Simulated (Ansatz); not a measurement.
Geometry optimisation, Ansatz, DFT PBE, scalar-relativistic, plane waves, PAW.

The input (input.yaml):

```yaml
crystal:
  lattice:
    - [7.67918, 0.0, 0.0]
    - [3.83959, 6.650365, 0.0]
    - [0.0, 0.0, 18.418765]
  atoms:
    - { symbol: H, position: [0.16666666, 0.16666666, 0.05429246] }
    - { symbol: H, position: [0.66666664, 0.16666666, 0.05429246] }
    - { symbol: H, position: [0.16666666, 0.66666663, 0.05429246] }
    - { symbol: H, position: [0.66666664, 0.66666663, 0.05429246] }
    - { symbol: Si, position: [0.16666666, 0.16666666, 0.13573114] }
    - { symbol: Si, position: [0.66666664, 0.16666666, 0.13573114] }
    - { symbol: Si, position: [0.16666666, 0.66666663, 0.13573114] }
    - { symbol: Si, position: [0.66666664, 0.66666663, 0.13573114] }
    - { symbol: Si, position: [-0.16666666, 0.33333332, 0.17828302] }
    - { symbol: Si, position: [0.33333332, 0.33333332, 0.17828302] }
    - { symbol: Si, position: [-0.16666666, 0.83333329, 0.17828302] }
    - { symbol: Si, position: [0.33333332, 0.83333329, 0.17828302] }
    - { symbol: Si, position: [-0.16666666, 0.33333332, 0.30593864] }
    - { symbol: Si, position: [0.33333332, 0.33333332, 0.30593864] }
    - { symbol: Si, position: [-0.16666666, 0.83333329, 0.30593864] }
    - { symbol: Si, position: [0.33333332, 0.83333329, 0.30593864] }
    - { symbol: Si, position: [0.0, 0.0, 0.34849052] }
    - { symbol: Si, position: [0.49999998, 0.0, 0.34849052] }
    - { symbol: Si, position: [0.0, 0.49999997, 0.34849052] }
    - { symbol: Si, position: [0.49999998, 0.49999997, 0.34849052] }
    - { symbol: Cl, position: [0.16666666, 0.16666666, 0.33165986] }
    - { symbol: H, position: [-0.22222221, 0.44444442, 0.37400797] }
basis:
  ecutwfc: 420.0
kpoints:
  mp_grid: { grid: [2, 2, 1] }
hamiltonian:
  xc: pbe
  pseudopotentials: { kind: paw, azcp: { folder: soft_1 } }
scf:
  occupations: { method: gaussian, width: 0.05 }
  lower_state_search: "off"
relax:
  f_tol: 0.03
  max_steps: 60
  adjacent_minimum: "off"
  constraints: [{ sites: [0, 1, 2, 3, 4, 5, 6, 7] }]
output:
  write_density: true
  write_potential: true
  elf: true
  volumetric_format: npy
```

Run as:

```bash
$ ansatz run input.yaml --threads 1 --pin off --max-ram 3072MiB --backend cpu --events-out ev --progress --plain --runs-dir out
```

**Question.** Where does it end, and by what steps?

**Answer.** It converged. Limits of this set-up: coarse k mesh, thin slab, slab without dipole correction, no dispersion correction for a molecule that may bind weakly. After 46 steps the energy has fallen by 7.908 eV; H22 moved furthest, 5.07 Å. Parted: Si13–Si19 (2.35 → 3.73 Å), Si13–Cl21 (2.27 → 4.46 Å), Si13–H22 (1.46 → 4.48 Å), Si14–Si19 (2.35 → 3.73 Å), Si14–Cl21 (2.27 → 4.45 Å), Si15–Si19 (2.35 → 2.85 Å). Joined: Si13–Si14 (3.84 → 2.59 Å), Si17–Si19 (3.84 → 2.44 Å), Si18–Si19 (3.84 → 2.44 Å), Si19–H22 (2.01 → 1.50 Å).

| step | energy less start (eV) | largest force component (eV/Å) | accepted |
| --- | --- | --- | --- |
| 0 | 0.0000 | 3.746 | yes |
| 2 | -2.1811 | 1.049 | yes |
| 4 | -3.1640 | 0.604 | yes |
| 6 | -3.8268 | 0.504 | yes |
| 8 | -4.3940 | 0.646 | yes |
| 10 | -4.8053 | 0.590 | yes |
| 12 | -5.0775 | 0.293 | yes |
| 14 | -5.3307 | 0.306 | yes |
| 16 | -5.5741 | 0.258 | yes |
| 18 | -5.8068 | 0.405 | yes |
| 20 | -6.0161 | 0.281 | yes |
| 22 | -6.1609 | 0.206 | yes |
| 24 | -6.2760 | 0.198 | yes |
| 26 | -6.4449 | 0.274 | yes |
| 28 | -6.7493 | 0.464 | yes |
| 30 | -7.0173 | 0.580 | yes |
| 32 | -7.3468 | 1.136 | yes |
| 34 | -7.7973 | 0.681 | yes |
| 36 | -7.8575 | 0.321 | yes |
| 38 | -7.8849 | 0.134 | yes |
| 40 | -7.9020 | 0.224 | yes |
| 42 | -7.9068 | 0.112 | yes |
| 44 | -7.9070 | 0.086 | yes |
| 46 | -7.9076 | 0.017 | yes |

```xyz
22
Lattice="7.6792 0.0000 0.0000 3.8396 6.6504 0.0000 0.0000 0.0000 18.4188" Properties=species:S:1:pos:R:3
H 1.920 1.108 1.000
H 5.759 1.108 1.000
H 3.840 4.434 1.000
H 7.679 4.434 1.000
Si 1.920 1.108 2.500
Si 5.759 1.108 2.500
Si 3.840 4.434 2.500
Si 7.679 4.434 2.500
Si -0.015 2.202 3.296
Si 3.855 2.201 3.297
Si 1.920 5.547 3.120
Si 5.760 5.555 3.371
Si -0.625 1.975 5.597
Si 4.468 1.974 5.598
Si 1.920 6.224 5.293
Si 5.761 5.406 5.831
Si -0.056 -0.057 6.612
Si 3.899 -0.058 6.615
Si 1.923 6.229 8.142
Si 5.761 3.348 7.026
Cl 1.922 4.170 8.521
H 1.919 6.855 9.506
```

The run took 8 min on 1 thread of Arm Neoverse V2, on a shared host, peak memory 0.94 GiB.
